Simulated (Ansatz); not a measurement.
**TiCl3F: up Jacob's ladder to CCSD(T)**

One table from this session's results is given with a row withheld; the runs are named, their logs left out.

Program: Ansatz 0.2.0, Gaussian basis. Level of theory: functionals in def2-TZVPP, the program's frozen cores in correlated methods. These are calculated values, not measurements.

Plan: LDA (SPW92), PBE-D4, revPBE-D4, BLYP-D4, r2SCAN-D4, B97M-V, PBE0-D4, B3LYP-D4, r2SCANh-D4, r2SCAN0-D4, HSE06-D4, BHLYP-D4, CAM-B3LYP-D4, LC-ωPBE, ωB97X-V, ωB97M-V, B2PLYP, PBE-QIDH; CCSD(T)/def2-SVP; CCSD(T)/def2-TZVPP; MP2/def2-QZVPP; extrapolation to the limit; RPA on PBE.

## Structure used throughout

The geometry comes from an earlier relaxation with PBE0-D4 in a triple-zeta def2 set; it is a stationary point.

SMILES `[F][Ti]([Cl])([Cl])[Cl]`, 5 atoms, charge 0, spin multiplicity 1.

Atoms are counted from 1 here; the program's logs count them from 0.

Bond lengths: F1–Ti2 1.731 Å, Ti2–Cl3 2.166 Å, Ti2–Cl4 2.166 Å, Ti2–Cl5 2.166 Å. Angles: F1–Ti2–Cl3 109.3°, F1–Ti2–Cl4 109.3°, F1–Ti2–Cl5 109.3°, Cl3–Ti2–Cl4 109.6°, Cl3–Ti2–Cl5 109.6°, Cl4–Ti2–Cl5 109.6°.

Set-up of the first run:

Contents of in.yaml:

```yaml
crystal:
  periodic: [false, false, false]
  atoms:
    - {symbol: F, position_ang: [-0.998290, 0.046362, 1.499040]}
    - {symbol: Ti, position_ang: [-0.036336, -0.011938, 0.060965]}
    - {symbol: Cl, position_ang: [1.539034, -1.476630, 0.312313]}
    - {symbol: Cl, position_ang: [-1.288294, -0.570034, -1.615766]}
    - {symbol: Cl, position_ang: [0.833786, 1.938541, -0.297952]}
basis:
  gaussian: {orbitals: def2-TZVPP}
hamiltonian: {xc: lda}
output: {orbitals: {seedname: orbitals}}
```

Run with:

```
$ ansatz run in.yaml --threads 4 --pin off --events-out ev --progress --plain --max-ram 10444MiB
```

Among the steps run: LDA; PBE-D4 (GGA); revPBE-D4 (GGA); BLYP-D4 (GGA); r2SCAN-D4 (meta-GGA); B97M-V (meta-GGA); B3LYP-D4 (hybrid); r2SCANh-D4 (hybrid); r2SCAN0-D4 (hybrid); HSE06-D4 (hybrid); BHLYP-D4 (hybrid); CAM-B3LYP-D4 (range-separated); LC-ωPBE (range-separated); ωB97X-V (range-separated); ωB97M-V (range-separated); B2PLYP (double hybrid); PBE-QIDH (double hybrid).

One table of the session follows, with a row left open; its other results are not shown here.

It belongs to the step «Frontier levels by functional». 

```
  functional  HOMO (eV)  LUMO (eV)  gap (eV)
 LDA (SPW92)      -8.44      -4.71      3.73
      PBE-D4      -8.28      -4.48      3.80
   revPBE-D4      -8.22      -4.40      3.82
     BLYP-D4      -8.10      -4.35      3.75
   r2SCAN-D4      -8.66      -4.49      4.17
      B97M-V      -8.74      -4.49      4.25
     PBE0-D4      -9.66      -3.67      5.99
    B3LYP-D4      -9.37      -3.89      5.48
  r2SCANh-D4      -9.16      -4.17      4.99
  r2SCAN0-D4      -9.91      -3.65      6.26
    HSE06-D4          ?          ?         ?
    BHLYP-D4     -10.88      -2.65      8.24
CAM-B3LYP-D4     -10.97      -2.62      8.35
     LC-ωPBE     -12.36      -1.60     10.77
     ωB97X-V     -11.99      -1.56     10.43
     ωB97M-V     -11.81      -1.51     10.30
```

**Question.** Estimate the row for HSE06-D4.

The run gave: HOMO (eV): -9.26; LUMO (eV): -4.05; gap (eV): 5.21. In the column «HOMO (eV)» it lies between B3LYP-D4 (-9.37) and r2SCANh-D4 (-9.16).
